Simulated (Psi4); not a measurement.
# FGaH2 (GaH2F): M06-2X/cc-pVTZ

Wanted: energy and forces of FGaH2 (GaH2F). 

The calculation is run with Psi4 1.11.

### Step 1. Starting point

The species is FGaH2 (4 atoms), typed as a singlet with charge 0. As SMILES, `[H][Ga]([H])[F]`. The start is not the relaxed shape. At this shape the atoms don't form one bonded unit as the SMILES string has it.

Bond lengths: Ga1–F4 1.732 Å, Ga1–H3 1.543 Å. Angles: H3–Ga1–F4 115.6°.

### Step 2. Energy and gradient at M06-2X/cc-pVTZ

fgah2.in reads:

```
memory 1.6 GB

molecule molecule1 {
  0 1
  Ga    -1.791606     0.259527    -0.014906
  H      1.586900    -0.059960     0.013870
  H     -2.640306     1.547847    -0.034676
  F     -2.683506    -1.224613    -0.011386
  symmetry c1
  no_reorient
  no_com
}

set {
  basis                cc-pVTZ
  puream               true
  e_convergence        1e-09
  d_convergence        1e-08
  scf_type             pk
  dft_radial_points    99
  dft_spherical_points 590
}

E, wfn = gradient('m06-2x', return_wfn=True)
oeprop(wfn, 'LOWDIN_CHARGES', 'MULLIKEN_CHARGES', 'MAYER_INDICES', title='M06-2X')
print_variables()
```

Launch:

```bash
psi4 fgah2.in fgah2.out -n 1
```

fgah2.out:

```text
Psi4 1.11 release

gradient() will perform analytic gradient computation.

   => Loading Basis Set <=

    Name: CC-PVTZ
    Role: ORBITAL
    Keyword: BASIS

         ---------------------------------------------------------
                                   SCF
                              RKS Reference
                        1 Threads,   1525 MiB Core
         ---------------------------------------------------------

  ==> Geometry <==

    Molecular point group: c1
    Full point group: C1

    Geometry (in Angstrom), charge = 0, multiplicity = 1:

       Center              X                  Y                   Z               Mass
    ------------   -----------------  -----------------  -----------------  -----------------
         GA          -1.791606000000     0.259527000000    -0.014906000000    68.925573500000
         H            1.586900000000    -0.059960000000     0.013870000000     1.007825032230
         H           -2.640306000000     1.547847000000    -0.034676000000     1.007825032230
         F           -2.683506000000    -1.224613000000    -0.011386000000    18.998403162730

  Running in c1 symmetry.

  Rotational constants: A =      0.50315  B =      0.04560  C =      0.04181 [cm^-1]
  Rotational constants: A =  15084.07091  B =   1367.05987  C =   1253.45976 [MHz]
  Nuclear repulsion =  103.643013363477166

  Charge       = 0
  Multiplicity = 1
  Electrons    = 42
  Nalpha       = 21
  Nbeta        = 21

  ==> Algorithm <==

  SCF Algorithm Type is PK.
  DIIS enabled.
  MOM disabled.
  Fractional occupation disabled.
  Guess Type is SAD.
  Energy threshold   = 1.00e-09
  Density threshold  = 1.00e-08
  Integral threshold = 1.00e-12

  ==> Primary Basis <==

  Basis Set: CC-PVTZ
    Blend: CC-PVTZ
    Number of shells: 37
    Number of basis functions: 101
    Number of Cartesian functions: 114
    Spherical Harmonics?: true
    Max angular momentum: 3

  ==> DFT Potential <==

   => LibXC <=

    Version 7.1.2

   => Composite Functional: M06-2X <=

    Deriv               =              1
    GGA                 =           TRUE
    Meta                =           TRUE

    Exchange Hybrid     =           TRUE
    MP2 Hybrid          =          FALSE

   => Exchange Functionals <=

    1.0000   XC_HYB_MGGA_X_M06_2X

   => Exact (HF) Exchange <=

    0.5400               HF

   => Correlation Functionals <=

    1.0000   XC_MGGA_C_M06_2X

   => LibXC Density Thresholds  <==

    XC_MGGA_C_M06_2X:  1.00E-12
    XC_HYB_MGGA_X_M06_2X:  1.00E-15

   => Molecular Quadrature <=

    Radial Scheme          =       TREUTLER
    Pruning Scheme         =           NONE
    Nuclear Scheme         =       TREUTLER

    Blocking Scheme        =         OCTREE
    BS radius alpha        =              1
    Pruning alpha          =              1
    Radial Points          =             99
    Spherical Points       =            590
    Total Points           =         225544
    Total Blocks           =           1655
    Max Points             =            256
    Max Functions          =            101
    Weights Tolerance      =       1.00E-15

  ==> Integral Setup <==

  Using in-core PK algorithm.
   Calculation information:
      Number of atoms:                   4
      Number of AO shells:              37
      Number of primitives:            161
      Number of atomic orbitals:       114
      Number of basis functions:       101

      Integral cutoff                 1.00e-12
      Number of threads:                 1

  Performing in-core PK
  Using 26537952 doubles for integral storage.
  We computed 215635 shell quartets total.
  Whereas there are 247456 unique shell quartets.

  ==> DiskJK: Disk-Based J/K Matrices <==

    J tasked:                  Yes
    K tasked:                  Yes
    wK tasked:                  No
    Memory [MiB]:              793
    Schwarz Cutoff:          1E-12

  Cached 25.0% of DFT collocation blocks in 0.290 [GiB].

  Minimum eigenvalue in the overlap matrix is 3.3486489723E-03.
  Reciprocal condition number of the overlap matrix is 8.4899591669E-04.
    Using symmetric orthogonalization.

  ==> Pre-Iterations <==

  SCF Guess: Superposition of Atomic Densities via on-the-fly atomic UHF (no occupation information).

   -------------------------
    Irrep   Nso     Nmo
   -------------------------
     A        101     101
   -------------------------
    Total     101     101
   -------------------------

  ==> Iterations <==

                        Total Energy        Delta E     RMS |[F,P]|

   @RKS iter SAD: -2021.70351139974969   -2.02170e+03   0.00000e+00
   @RKS iter   1: -2024.22526334493818   -2.52175e+00   1.96767e-02 DIIS/ADIIS
   @RKS iter   2: -2006.59485766034936    1.76304e+01   8.65653e-02 DIIS/ADIIS
   @RKS iter   3: -2025.31197327648078   -1.87171e+01   1.10350e-02 DIIS/ADIIS
   @RKS iter   4: -2025.66356184122606   -3.51589e-01   2.28285e-03 DIIS/ADIIS
   @RKS iter   5: -2025.68377083183759   -2.02090e-02   2.61453e-03 DIIS/ADIIS
   @RKS iter   6: -2025.79807127489903   -1.14300e-01   5.17833e-04 DIIS/ADIIS
   @RKS iter   7: -2025.80105124164288   -2.97997e-03   2.48397e-04 DIIS/ADIIS
   @RKS iter   8: -2025.80148807501564   -4.36833e-04   1.52169e-04 DIIS/ADIIS
   @RKS iter   9: -2025.80174658280976   -2.58508e-04   6.39911e-05 DIIS
   @RKS iter  10: -2025.80180461802524   -5.80352e-05   2.06595e-05 DIIS
   @RKS iter  11: -2025.80181157933748   -6.96131e-06   1.41501e-06 DIIS
   @RKS iter  12: -2025.80181158675509   -7.41761e-09   7.58210e-07 DIIS
   @RKS iter  13: -2025.80181159557151   -8.81641e-09   8.25427e-08 DIIS
   @RKS iter  14: -2025.80181159567496   -1.03455e-10   1.84118e-08 DIIS
   @RKS iter  15: -2025.80181159567837   -3.41061e-12   1.57059e-09 DIIS
  Energy and wave function converged.

  ==> Post-Iterations <==

   Electrons on quadrature grid:
      Ntotal   =   41.9999990399 ; deviation = -9.601e-07

    Orbital Energies [Eh]
    ---------------------

    Doubly Occupied:

       1A   -374.820563     2A    -46.700184     3A    -41.456562
       4A    -41.454295     5A    -41.452827     6A    -25.218499
       7A     -5.834283     8A     -4.109601     9A     -4.103263
      10A     -4.100421    11A     -1.304436    12A     -1.074706
      13A     -1.074198    14A     -1.071278    15A     -1.067996
      16A     -1.060517    17A     -0.576196    18A     -0.511232
      19A     -0.507630    20A     -0.463247    21A     -0.266709

    Virtual:

      22A     -0.121609    23A     -0.061356    24A      0.023567
      25A      0.075732    26A      0.113929    27A      0.181808
      28A      0.184791    29A      0.188900    30A      0.228361
      31A      0.234892    32A      0.245170    33A      0.309339
      34A      0.345620    35A      0.363742    36A      0.446978
      37A      0.652720    38A      0.665431    39A      0.670810
      40A      0.695241    41A      0.749976    42A      0.814548
      43A      0.824171    44A      0.849310    45A      0.882353
      46A      0.903499    47A      0.907404    48A      0.920111
      49A      0.964931    50A      0.997289    51A      1.007874
      52A      1.016041    53A      1.036527    54A      1.108133
      55A      1.153573    56A      1.204802    57A      1.421399
      58A      1.634284    59A      1.703709    60A      1.928718
      61A      1.939067    62A      2.089448    63A      2.110911
      64A      2.180030    65A      2.262272    66A      2.420543
      67A      2.443553    68A      2.596653    69A      2.837557
      70A      3.065974    71A      3.077784    72A      3.081194
      73A      3.092549    74A      3.092562    75A      3.133522
      76A      3.157518    77A      3.368167    78A      3.421530
      79A      3.495528    80A      3.499748    81A      3.571510
      82A      3.695887    83A      3.767685    84A      3.792284
      85A      4.315292    86A      4.748103    87A      4.775608
      88A      5.012439    89A      6.926156    90A      6.929299
      91A      6.929543    92A      6.929781    93A      6.932434
      94A      6.943762    95A      6.949865    96A      8.319062
      97A      8.328096    98A      8.515635    99A      8.545914
     100A      8.606848   101A     11.091857

    Final Occupation by Irrep:
              A
    DOCC [    21 ]
    NA   [    21 ]
    NB   [    21 ]

  @RKS Final Energy: -2025.80181159567837

   => Energetics <=

    Nuclear Repulsion Energy =            103.6430133634771664
    One-Electron Energy =               -3030.1367265702765508
    Two-Electron Energy =                 941.4198325182368308
    DFT Exchange-Correlation Energy =     -40.7279309071156064
    Empirical Dispersion Energy =           0.0000000000000000
    VV10 Nonlocal Energy =                  0.0000000000000000
    Total Energy =                      -2025.8018115956781457

Computation Completed

Properties will be evaluated at   0.000000,   0.000000,   0.000000 [a0]

Properties computed using the SCF density matrix

 Multipole Moments:

 ------------------------------------------------------------------------------------
     Multipole            Electronic (a.u.)      Nuclear  (a.u.)        Total (a.u.)
 ------------------------------------------------------------------------------------

 L = 1.  Multiply by 2.5417464519 to convert [e a0] to [Debye]
 Dipole X            :        151.8448856         -152.5854560           -0.7405704
 Dipole Y            :          3.6756779           -2.8124662            0.8632117
 Dipole Z            :          1.0950647           -1.1061814           -0.0111167
 Magnitude           :                                                    1.1374105

 ------------------------------------------------------------------------------------

	total time  =         30 seconds =       0.50 minutes

         ------------------------------------------------------------
                                   SCF GRAD
         ------------------------------------------------------------

  ==> Geometry <==

    Molecular point group: c1
    Full point group: C1

    Geometry (in Angstrom), charge = 0, multiplicity = 1:

       Center              X                  Y                   Z               Mass
    ------------   -----------------  -----------------  -----------------  -----------------
         GA          -1.791606000000     0.259527000000    -0.014906000000    68.925573500000
         H            1.586900000000    -0.059960000000     0.013870000000     1.007825032230
         H           -2.640306000000     1.547847000000    -0.034676000000     1.007825032230
         F           -2.683506000000    -1.224613000000    -0.011386000000    18.998403162730

  Nuclear repulsion =  103.643013363477166

  ==> Basis Set <==

  Basis Set: CC-PVTZ
    Blend: CC-PVTZ
    Number of shells: 37
    Number of basis functions: 101
    Number of Cartesian functions: 114
    Spherical Harmonics?: true
    Max angular momentum: 3

  ==> DirectJKGrad: Integral-Direct SCF Gradients <==

    Gradient:                    1
    J tasked:                  Yes
    K tasked:                  Yes
    wK tasked:                  No
    Integrals threads:           1
    Schwarz Cutoff:          1E-12

  ==> DFT Potential <==

   => LibXC <=

    Version 7.1.2

   => Composite Functional: M06-2X <=

    Deriv               =              1
    GGA                 =           TRUE
    Meta                =           TRUE

    Exchange Hybrid     =           TRUE
    MP2 Hybrid          =          FALSE

   => Exchange Functionals <=

    1.0000   XC_HYB_MGGA_X_M06_2X

   => Exact (HF) Exchange <=

    0.5400               HF

   => Correlation Functionals <=

    1.0000   XC_MGGA_C_M06_2X

   => LibXC Density Thresholds  <==

    XC_MGGA_C_M06_2X:  1.00E-12
    XC_HYB_MGGA_X_M06_2X:  1.00E-15

   => Molecular Quadrature <=

    Radial Scheme          =       TREUTLER
    Pruning Scheme         =           NONE
    Nuclear Scheme         =       TREUTLER

    Blocking Scheme        =         OCTREE
    BS radius alpha        =              1
    Pruning alpha          =              1
    Radial Points          =             99
    Spherical Points       =            590
    Total Points           =         225544
    Total Blocks           =           1655
    Max Points             =            256
    Max Functions          =            101
    Weights Tolerance      =       1.00E-15

  -Total Gradient:
     Atom            X                  Y                   Z
    ------   -----------------  -----------------  -----------------
       1       -0.033782374149     0.005299681229    -0.000264720342
       2        0.031417044812    -0.003139980785     0.000259442804
       3        0.001576383693    -0.010616090073     0.000086720782
       4        0.000957747515     0.008692306841    -0.000080421877

	total time  =         37 seconds =       0.62 minutes

Properties will be evaluated at   0.000000,   0.000000,   0.000000 [a0]

Properties computed using the M06-2X density matrix

  Mulliken Charges: (a.u.)
   Center  Symbol    Alpha    Beta     Spin     Total
       1    GA    15.22276 15.22276  0.00000  0.55448
       2     H     0.58066  0.58066  0.00000 -0.16132
       3     H     0.51198  0.51198  0.00000 -0.02397
       4     F     4.68460  4.68460  0.00000 -0.36919

   Total alpha = 21.00000, Total beta = 21.00000, Total charge =  0.00000

  Lowdin Charges: (a.u.)
   Center  Symbol    Alpha    Beta     Spin     Total
       1    GA    15.34567 15.34567  0.00000  0.30867
       2     H     0.56785  0.56785  0.00000 -0.13570
       3     H     0.56731  0.56731  0.00000 -0.13463
       4     F     4.51917  4.51917  0.00000 -0.03834

  Total alpha = 21.00000, Total beta = 21.00000, Total charge =  0.00000

  Mayer Bond Indices:

  Irrep: 1 Size: 4 x 4

                 1                   2                   3                   4

    1     0.00000000000000     0.86089066409614     0.87872540020224     1.01415571532331
    2     0.86089066409614     0.00000000000000     0.08205461597072     0.03046075760989
    3     0.87872540020224     0.08205461597072     0.00000000000000     0.01722595337969
    4     1.01415571532331     0.03046075760989     0.01722595337969     0.00000000000000

  Atomic Valences:

 #  #
 Irrep: 1
      1:    2.753771779621688
      2:    0.973406037676752
      3:    0.978005969552644
      4:    1.061842426312882

  Variable Map:
  ----------------------------------------------------------------------------
  "CURRENT ENERGY"              =>   -2025.801811595678
  "CURRENT REFERENCE ENERGY"    =>   -2025.801811595678
  "DD SOLVATION ENERGY"         =>       0.000000000000
  "DFT FUNCTIONAL TOTAL ENERGY" =>   -2025.801811595678
  "DFT TOTAL ENERGY"            =>   -2025.801811595678
  "DFT VV10 ENERGY"             =>       0.000000000000
  "DFT XC ENERGY"               =>     -40.727930907116
  "GRID ELECTRONS ALPHA"        =>      20.999999519936
  "GRID ELECTRONS BETA"         =>      20.999999519936
  "GRID ELECTRONS TOTAL"        =>      41.999999039872
  "NUCLEAR REPULSION ENERGY"    =>     103.643013363477
  "ONE-ELECTRON ENERGY"         =>   -3030.136726570277
  "PCM POLARIZATION ENERGY"     =>       0.000000000000
  "PE ENERGY"                   =>       0.000000000000
  "SCF ITERATION ENERGY"        =>   -2025.801811595678
  "SCF ITERATIONS"              =>      15.000000000000
  "SCF TOTAL ENERGY"            =>   -2025.801811595678
  "TWO-ELECTRON ENERGY"         =>     941.419832518237
  "XC GRID RADIAL POINTS"       =>      99.000000000000
  "XC GRID SPHERICAL POINTS"    =>     590.000000000000
  "XC GRID TOTAL POINTS"        =>  225544.000000000000

  Array Variable Map:
  ----------------------------------------------------------------------------
  "CURRENT DIPOLE"              =>      -0.740570406788 ... -0.011116727922 1 by 3
  "CURRENT GRADIENT"            =>      -0.033782374149 ... -0.000080421877 4 by 3
  "DFT TOTAL GRADIENT"          =>      -0.033782374149 ... -0.000080421877 4 by 3
  "SCF DIPOLE"                  =>      -0.740570406788 ... -0.011116727922 1 by 3
  "SCF TOTAL ENERGIES"          =>   -2021.703511399750 ... -2025.801811595678 1 by 16
  "SCF TOTAL GRADIENT"          =>      -0.033782374149 ... -0.000080421877 4 by 3

    Psi4 run time: 0:01:06.97
```

Run time: 68 s. Hardware: 1 thread of Intel Xeon 6975P-C (Granite Rapids), shared host; peak memory 1.5 GiB.

### Step 3. Outcome

Level: M06-2X/cc-pVTZ.

```
                quantity           value
            total energy  -2025.80181 Eh
           dipole moment          2.89 D
             HOMO energy        -7.26 eV
             LUMO energy        -3.31 eV
           HOMO–LUMO gap         3.95 eV
largest force on an atom      1.758 eV/Å
```

One bond is far stretched, which a spin-restricted single reference describes badly; a broken-symmetry solution may lie lower. Mulliken charges run from -0.37 on F4 to +0.55 on Ga1.
